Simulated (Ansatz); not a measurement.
# CH₁₀GeN₂Si: a ladder of functionals and wavefunction methods

Aim: compute CH₁₀GeN₂Si with functionals from several rungs and with coupled cluster. The yardstick is the atomisation energy at the CCSD(T) limit.

Program: Ansatz 0.2.0, Gaussian basis. Level of theory: functionals in def2-TZVPP, the program's frozen cores in correlated methods. These are calculated values, not measurements.

Plan: PBE-D4, r2SCAN-D4, PBE0-D4, B3LYP-D4, ωB97X-V, ωB97M-V, B2PLYP; CCSD(T)/def2-TZVPP; MP2/def2-QZVPP; extrapolation to the limit.

## 1. Structure used throughout

All runs share one geometry, relaxed beforehand with PBE0-D4 in a triple-zeta def2 set.

15 atoms, charge 0, spin multiplicity 1.

Atoms are counted from 1 here; the program's logs count them from 0.

Bond lengths: C1–Si2 1.869 Å, C1–H6 1.092 Å, C1–H7 1.093 Å, C1–H8 1.094 Å, Si2–N3 1.722 Å, Si2–Ge4 2.390 Å, Si2–H9 1.498 Å, N3–H10 1.010 Å, N3–H11 1.007 Å, Ge4–N5 1.863 Å, Ge4–H12 1.553 Å, Ge4–H13 1.541 Å, N5–H14 1.012 Å, N5–H15 1.012 Å. Angles: Si2–C1–H6 111.1°, Si2–C1–H7 110.6°, Si2–C1–H8 110.7°, H6–C1–H7 108.5°, H6–C1–H8 108.2°, H7–C1–H8 107.6°, C1–Si2–N3 111.2°, C1–Si2–Ge4 113.7°, C1–Si2–H9 106.9°, N3–Si2–Ge4 101.0°, N3–Si2–H9 114.7°, Ge4–Si2–H9 109.5°, Si2–N3–H10 117.1°, Si2–N3–H11 121.9°, H10–N3–H11 111.8°, Si2–Ge4–N5 103.5°, Si2–Ge4–H12 113.8°, Si2–Ge4–H13 114.6° and more.

## 2. PBE-D4 (GGA)

Input file in.yaml:

```yaml
crystal:
  periodic: [false, false, false]
  atoms:
    - {symbol: C, position_ang: [2.162925, 0.418325, -0.644154]}
    - {symbol: Si, position_ang: [0.457496, 0.894933, -0.046943]}
    - {symbol: N, position_ang: [0.284736, 0.602507, 1.641601]}
    - {symbol: Ge, position_ang: [-1.286759, -0.480378, -0.929860]}
    - {symbol: N, position_ang: [-2.016739, -1.281798, 0.585487]}
    - {symbol: H, position_ang: [2.369723, -0.634974, -0.443637]}
    - {symbol: H, position_ang: [2.256579, 0.592134, -1.719458]}
    - {symbol: H, position_ang: [2.929032, 1.017425, -0.143501]}
    - {symbol: H, position_ang: [0.231998, 2.316165, -0.462378]}
    - {symbol: H, position_ang: [-0.632439, 0.335551, 1.970460]}
    - {symbol: H, position_ang: [0.786367, 1.141218, 2.329321]}
    - {symbol: H, position_ang: [-0.799526, -1.514714, -1.980501]}
    - {symbol: H, position_ang: [-2.453231, 0.296153, -1.571661]}
    - {symbol: H, position_ang: [-2.898249, -1.745307, 0.408130]}
    - {symbol: H, position_ang: [-1.391893, -1.957242, 1.007114]}
basis:
  gaussian: {orbitals: def2-TZVPP}
hamiltonian: {xc: pbe, dispersion: d4}
output: {forces: true, orbitals: {seedname: orbitals}}
```

Launch:

```
ansatz run in.yaml --threads 2 --pin off --events-out ev --progress --plain --max-ram 32768MiB --backend cuda --devices 0, --max-vram 18GiB
```

Further steps of the session: r2SCAN-D4 (meta-GGA); PBE0-D4 (hybrid); B3LYP-D4 (hybrid); ωB97X-V (range-separated); ωB97M-V (range-separated); B2PLYP (double hybrid); CCSD(T) in def2-TZVPP; MP2 in def2-QZVPP.

Q: Predict the results of all the runs planned. Wanted: atomisation energy, CCSD(T)/CBS; farthest; mean size of error, hybrid; mean size of error, range-separated; gap, smallest and largest; T1 diagnostic; triples share of the correlation energy.

The runs gave:

| quantity | value |
| --- | --- |
| atomisation energy, CCSD(T)/CBS | 5001.1 kJ/mol |
| functionals within 50.0 kJ/mol (1.0 %) | PBE-D4, r2SCAN-D4, PBE0-D4, B3LYP-D4, ωB97X-V, ωB97M-V |
| farthest | B2PLYP (-73.0 kJ/mol) |
| mean size of error, hybrid | 20.2 kJ/mol |
| mean size of error, range-separated | 12.5 kJ/mol |
| gap, smallest and largest | 4.89 eV (PBE-D4), 11.34 eV (ωB97X-V) |
| T1 diagnostic | 0.0109 |
| triples share of the correlation energy | 3.6 % |

In words: PBE-D4 is off by +28.3 kJ/mol. Double hybrids carry the basis error of their MP2 part in triple zeta, and no dispersion term here, so their miss is partly the set-up's. Misses under about 50.0 kJ/mol are within the doubt on the reference itself, which lacks core-valence correlation, relativity and higher excitations, and its outer-core shells are covered unevenly. Hartree-Fock recovers 71 % of the binding; the rest is correlation. Orbital gaps span 4.9 to 11.3 eV; exact exchange widens them. Correlated methods include outer-core shells of Ge, which these sets cover unevenly.
